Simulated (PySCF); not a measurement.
**[HfOF]+: a change of charge**

Aim: at the relaxed geometry of [HfOF]+, try a change of charge. The structure is generated, not taken from experiment.

The runs use PySCF 2.14.0; PBE0, Hf def2-SVP with ECP60, O def2-SVP, F def2-SVP; scalar-relativistic core potentials, no spin–orbit coupling.

1 further run of the same task is left out (for a known fault of the program).

### 1 The system as given

3 atoms, charge 1, spin multiplicity 1.

Bond lengths: Hf1–O2 1.710 Å, Hf1–F3 1.866 Å. Angles: O2–Hf1–F3 104.4°.

As a file:

```xyz
3
FHfO
Hf    0.01437    0.00000   -0.37334
O     1.35548    0.00000    0.68831
F    -1.47206    0.00000    0.75450
```

Formal oxidation states: Hf +4. An earlier session relaxed this geometry at PBE0, Hf def2-SVP with ECP60, O def2-SVP, F def2-SVP (singlet, point group Cs).

Its energy there is -222.541031 Eh.

### 2 One electron removed, multiplicity 2

The input, run.py (the lines that set the calculation):

```python
mol = gto.M(atom='''
Hf     0.01437     0.00000    -0.37334
O      1.35548     0.00000     0.68831
F     -1.47206     0.00000     0.75450''',
    basis={'Hf': 'def2-SVP', 'O': 'def2-SVP', 'F': 'def2-SVP'},
    ecp={'Hf': 'def2-SVP'},
    charge=2, spin=1)
mf = dft.UKS(mol, xc='PBE0')
mf.grids.atom_grid = (50, 194)
mf = mf.density_fit()  # fitting sets: Hf def2-universal-JKFIT, O def2-universal-JKFIT, F def2-universal-JKFIT
mf.conv_tol = 1e-08; mf.max_cycle = 55
mf.kernel(dm0)  # dm0: the density of the relaxed state
```

The run is started by

```
OMP_NUM_THREADS=2 python run.py
```

Output:

```text
init E= -222.553229906096
  HOMO = -0.551414217798  LUMO = -0.538884723698  gap/eV = 0.34094
cycle= 1 E= -221.805251171981  delta_E= 0.748  |g|= 0.437  |ddm|= 0.701
  HOMO = -0.926011211659  LUMO = -0.882643356021  gap/eV = 1.18010
cycle= 2 E= -221.251199827471  delta_E= 0.554  |g|= 1.19  |ddm|= 1.03
  HOMO = -0.911661648142  LUMO = -0.79124291108  gap/eV = 3.27676
cycle= 3 E= -221.848762687515  delta_E= -0.598  |g|= 0.344  |ddm|= 0.902
  HOMO = -0.901427271251  LUMO = -0.764630826089  gap/eV = 3.72242
cycle= 4 E= -221.889700788791  delta_E= -0.0409  |g|= 0.0783  |ddm|= 0.254
  HOMO = -0.89795152184  LUMO = -0.748335185355  gap/eV = 4.07127
cycle= 5 E= -221.892550999648  delta_E= -0.00285  |g|= 0.0389  |ddm|= 0.109
  HOMO = -0.899903263567  LUMO = -0.744763418772  gap/eV = 4.22157
cycle= 6 E= -221.893358938842  delta_E= -0.000808  |g|= 0.00929  |ddm|= 0.039
  HOMO = -0.900900185488  LUMO = -0.743339383832  gap/eV = 4.28745
cycle= 7 E= -221.893492931863  delta_E= -0.000134  |g|= 0.00505  |ddm|= 0.0244
  HOMO = -0.901266672079  LUMO = -0.74324964334  gap/eV = 4.29986
cycle= 8 E= -221.893521326745  delta_E= -2.84e-05  |g|= 0.0018  |ddm|= 0.0103
  HOMO = -0.901491121651  LUMO = -0.743339068671  gap/eV = 4.30354
cycle= 9 E= -221.893531269815  delta_E= -9.94e-06  |g|= 0.000834  |ddm|= 0.00759
  HOMO = -0.901539560335  LUMO = -0.743341861523  gap/eV = 4.30478
cycle= 10 E= -221.893536346898  delta_E= -5.08e-06  |g|= 0.00071  |ddm|= 0.00515
  HOMO = -0.901587800279  LUMO = -0.743333048761  gap/eV = 4.30633
cycle= 11 E= -221.893544226707  delta_E= -7.88e-06  |g|= 0.000561  |ddm|= 0.00962
  HOMO = -0.901674236192  LUMO = -0.743300809768  gap/eV = 4.30956
cycle= 12 E= -221.893554001963  delta_E= -9.78e-06  |g|= 0.000314  |ddm|= 0.0191
  HOMO = -0.901608642127  LUMO = -0.743348027864  gap/eV = 4.30649
cycle= 13 E= -221.893556156958  delta_E= -2.15e-06  |g|= 9.74e-05  |ddm|= 0.0107
  HOMO = -0.901547488901  LUMO = -0.743356912191  gap/eV = 4.30458
cycle= 14 E= -221.893556325881  delta_E= -1.69e-07  |g|= 3.25e-05  |ddm|= 0.0038
  HOMO = -0.901546083526  LUMO = -0.743362092577  gap/eV = 4.30441
cycle= 15 E= -221.893556326847  delta_E= -9.66e-10  |g|= 1.66e-05  |ddm|= 8.45e-05
  HOMO = -0.901542188401  LUMO = -0.74335651721  gap/eV = 4.30445
Extra cycle  E= -221.893556326416  delta_E= 4.31e-10  |g|= 3.88e-05  |ddm|= 3.8e-05
converged SCF energy = -221.893556326416  <S^2> = 0.75986014  2S+1 = 2.0098359
```

It took 1.3 s on 2 threads of AMD EPYC 7R43 (Zen 3), shared host.

Result: E = -221.893556 Eh (+17.619 eV from the relaxed state), HOMO -24.53 eV, LUMO -20.23 eV (over both spins), ⟨S²⟩ = 0.760, Mulliken charge on Hf1 +1.94 e. 

### 3 One electron added, multiplicity 2

Changes to run.py (the lines that set the calculation) since step 2:

```diff
@@ -6,3 +6,3 @@
     ecp={'Hf': 'def2-SVP'},
-    charge=2, spin=1)
+    charge=0, spin=1)
 mf = dft.UKS(mol, xc='PBE0')
```

The run is started by

```
OMP_NUM_THREADS=2 python run.py
```

Output:

```text
init E= -222.55160529818
  HOMO = -0.353012053175  LUMO = -0.34778899256  gap/eV = 0.14213
cycle= 1 E= -222.79515155753  delta_E= -0.244  |g|= 0.183  |ddm|=  1.4
  HOMO = -0.161609263506  LUMO = -0.0699277507938  gap/eV = 2.49478
cycle= 2 E= -222.781953170984  delta_E= 0.0132  |g|= 0.285  |ddm|= 0.77
  HOMO = -0.192670213986  LUMO = -0.0945731909381  gap/eV = 2.66936
cycle= 3 E= -222.81581369804  delta_E= -0.0339  |g|= 0.114  |ddm|= 0.335
  HOMO = -0.203354700552  LUMO = -0.103481027635  gap/eV = 2.71770
cycle= 4 E= -222.820628468896  delta_E= -0.00481  |g|= 0.0277  |ddm|= 0.0934
  HOMO = -0.205612093643  LUMO = -0.105110764685  gap/eV = 2.73478
cycle= 5 E= -222.820886156442  delta_E= -0.000258  |g|= 0.0134  |ddm|= 0.0276
  HOMO = -0.207077852637  LUMO = -0.10593827537  gap/eV = 2.75215
cycle= 6 E= -222.820977792469  delta_E= -9.16e-05  |g|= 0.00256  |ddm|= 0.016
  HOMO = -0.207351174185  LUMO = -0.105940595959  gap/eV = 2.75952
cycle= 7 E= -222.820990979271  delta_E= -1.32e-05  |g|= 0.00114  |ddm|= 0.00875
  HOMO = -0.207450414518  LUMO = -0.10594775616  gap/eV = 2.76203
cycle= 8 E= -222.820994345151  delta_E= -3.37e-06  |g|= 0.000306  |ddm|= 0.00576
  HOMO = -0.207449039114  LUMO = -0.105921981883  gap/eV = 2.76269
cycle= 9 E= -222.820994565481  delta_E= -2.2e-07  |g|= 0.000105  |ddm|= 0.00123
  HOMO = -0.207443082562  LUMO = -0.105913091878  gap/eV = 2.76277
cycle= 10 E= -222.820994585501  delta_E= -2e-08  |g|= 3.2e-05  |ddm|= 0.000304
  HOMO = -0.207442472466  LUMO = -0.105910022448  gap/eV = 2.76284
cycle= 11 E= -222.820994587518  delta_E= -2.02e-09  |g|= 1.06e-05  |ddm|= 0.000116
  HOMO = -0.207441966674  LUMO = -0.105909011743  gap/eV = 2.76285
Extra cycle  E= -222.820994587692  delta_E= -1.74e-10  |g|= 7.3e-06  |ddm|= 3.71e-05
converged SCF energy = -222.820994587692  <S^2> = 0.75301183  2S+1 = 2.0030096
```

It took 1 s on 2 threads of AMD EPYC 7R43 (Zen 3), shared host.

Read off: E = -222.820995 Eh (-7.618 eV from the relaxed state), HOMO -5.64 eV, LUMO -2.88 eV (over both spins), ⟨S²⟩ = 0.753, Mulliken charge on Hf1 +0.66 e. 

### 4 The states side by side

| state | energy from the relaxed state (eV) | ⟨S²⟩ | time |
| --- | --- | --- | --- |
| charge +1, singlet, vacuum (relaxed) | 0 | 0.00 |  |
| charge 0, doublet, vacuum | -7.62 | 0.75 | 1 s |
| charge +2, doublet, vacuum | 17.62 | 0.76 | 1.3 s |

An electron taken off or put on is at rest in vacuum. 

Removing an electron vertically costs 17.62 eV (doublet), against −HOMO = 15.04 eV. Adding an electron vertically releases 7.62 eV (doublet). These are double-zeta-type bases without diffuse functions. Spin–orbit coupling is left out.
